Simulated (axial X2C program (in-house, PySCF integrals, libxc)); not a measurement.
**TiF⁻: properties at the nuclei**

Wanted for TiF⁻: properties at the nuclei, at the two-component level.

Program: an in-house X2C program for linear molecules on PySCF integrals. Level of theory: two-component X2C with atomic mean-field terms, Ti dyall-acv3z, F dyall-av3z. These are calculated values, not measurements.

### 1 Input

Contents of task.json:

```json
{"zs": [22, 9], "q": -1, "bas": ["dyall-acv3z", "dyall-av3z"], "r0": 2.0, "levels": ["PBE0", "HF", "BHandHLYP", "TPSSh", "BP86"], "nst": 3}
```

Keys: zs atomic numbers; q charge; bas basis sets; r0 starting distance in Å; levels methods (HF also brings MP2); nst determinants followed.

Started as:

```
$ python soeom.py task.json out
```

After this run come: Expectation values, lowest determinant; Expectation values, a higher determinant; Expectation values, a higher determinant.

**Question.** What will these runs give? Wanted: lowest determinant; Eeff magnitude; Ws magnitude Ti; A∥/gI Ti; qzz Ti; higher determinant (for each run or level that gives them).

**Answer**, as computed:

| quantity | value |
| --- | --- |
| lowest determinant | Ω = 1 (excess of +ω over −ω: ω = -3/2, ω = 5/2) |
| Eeff magnitude (GV/cm), PBE0 | 0.112 |
| Ws magnitude Ti (kHz), PBE0 | 0.043 |
| A∥/gI Ti (MHz), PBE0 | 54.1 |
| qzz Ti (a.u.), PBE0 | 0.75 |
| higher determinant | Ω = 2 (excess of +ω over −ω: ω = 1/2, ω = 3/2) |
| Eeff magnitude (GV/cm), PBE0, higher determinant | 0.0232 |
| Ws magnitude Ti (kHz), PBE0, higher determinant | 0.00123 |
| A∥/gI Ti (MHz), PBE0, higher determinant | 229 |
| qzz Ti (a.u.), PBE0, higher determinant | -0.57 |
| higher determinant | Ω = 4 (excess of +ω over −ω: ω = 3/2, ω = 5/2) |
| Eeff magnitude (GV/cm), PBE0, higher determinant | 0.0239 |
| Ws magnitude Ti (kHz), PBE0, higher determinant | 0.000603 |
| A∥/gI Ti (MHz), PBE0, higher determinant | 146 |
| qzz Ti (a.u.), PBE0, higher determinant | -0.57 |

What this shows: In the first state, the effective field runs from 0.0482 to 0.339 GV/cm over the mean-field levels, so the levels don't agree on it. The expectation values come from single determinants, which for open shells can mix terms of unlike spin or miss the lowest Ω, so a determinant need not be a state. Eeff is the effective electric field on the electron dipole moment in this Ω state and Ws the scalar–pseudoscalar constant (defined with the proton number Z and per Ω); A∥ is the parallel hyperfine constant, which follows by multiplying with the nuclear g factor gI = μI/(I μN); qzz is the electric field gradient, eQq0 = 234.96 MHz × Q/barn × qzz. The operators were transformed with the bare-nucleus X2C matrices. A second determinant lies within 0.1 eV of the first, so their order is not settled at this level.
